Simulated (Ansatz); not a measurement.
**MgZnH2 (SMILES [MgH][ZnH]): functionals against CCSD(T) at one geometry**

One table from this session's results is given with a row withheld; the runs are named, their logs left out.

The runs use Ansatz 0.2.0, Gaussian basis; single points in def2-TZVPP.

Cores are frozen in the correlated methods. The 3s and 3p shells of Cu and Zn are frozen; filled d shells are correlated. The outer core shell of Li, Na, Mg and K is correlated.

## The starting structure

SMILES `[MgH][ZnH]`, 4 atoms, charge 0, spin multiplicity 1.

Atoms are counted from 1 here; the program's logs count them from 0.

Bond lengths: Mg1–Zn2 2.429 Å, Mg1–H3 1.751 Å, Zn2–H4 1.599 Å. Angles: Zn2–Mg1–H3 177.7°, Mg1–Zn2–H4 178.6°.

Coordinates:

```mol
H2MgZn
  3D, bonds by distance, orders not assigned

  4  3  0  0  0  0  0  0  0  0999 V2000
    0.1404   -1.0071    0.5861 Mg  0  0
   -0.1653    1.1039   -0.5765 Zn  0  0
    0.3597   -2.5608    1.3633 H   0  0
   -0.3829    2.5087   -1.3083 H   0  0
  1  2  8  0
  1  3  8  0
  2  4  8  0
M  END
```

The first run:

run/in.yaml

```yaml
crystal:
  periodic: [false, false, false]
  atoms:
    - {symbol: Mg, position_ang: [0.140400, -1.007100, 0.586100]}
    - {symbol: Zn, position_ang: [-0.165300, 1.103900, -0.576500]}
    - {symbol: H, position_ang: [0.359700, -2.560800, 1.363300]}
    - {symbol: H, position_ang: [-0.382900, 2.508700, -1.308300]}
basis:
  gaussian: {orbitals: def2-TZVPP}
correlation: {method: ccsd_t, frozen_orbitals: {H: 0, Mg: 1, Zn: 9}}
output: {forces: true}
```

No record of the launch command was kept for these runs.

Among the steps run: CCSD(T)/def2-TZVPP; PBE0-D4/def2-TZVPP; wB97M-V/def2-TZVPP; r2SCAN-D4/def2-TZVPP; PBE-D4/def2-TZVPP; CAM-B3LYP-D4/def2-TZVPP; revPBE-D4/def2-TZVPP.

One table of the session follows, with a row left open; its other results are not shown here.

```
      method  RMS force component (eV/Å)  angle to CCSD(T) forces (°)  dipole (D)
     CCSD(T)                       0.650                    reference        0.11
     PBE0-D4                       0.605                          4.5        0.14
     wB97M-V                       0.577                          2.7        0.14
   r2SCAN-D4                       0.598                          1.4        0.10
      PBE-D4                       0.556                          6.0        0.11
CAM-B3LYP-D4                       0.590                          3.0        0.11
   revPBE-D4                           ?                            ?           ?
```

Q: Estimate the row for revPBE-D4 from the others.

**Answer.** RMS force component (eV/Å): 0.578; angle to CCSD(T) forces (°): 8.6; dipole (D): 0.11. In the column «RMS force component (eV/Å)» it lies between wB97M-V (0.577) and CAM-B3LYP-D4 (0.590).
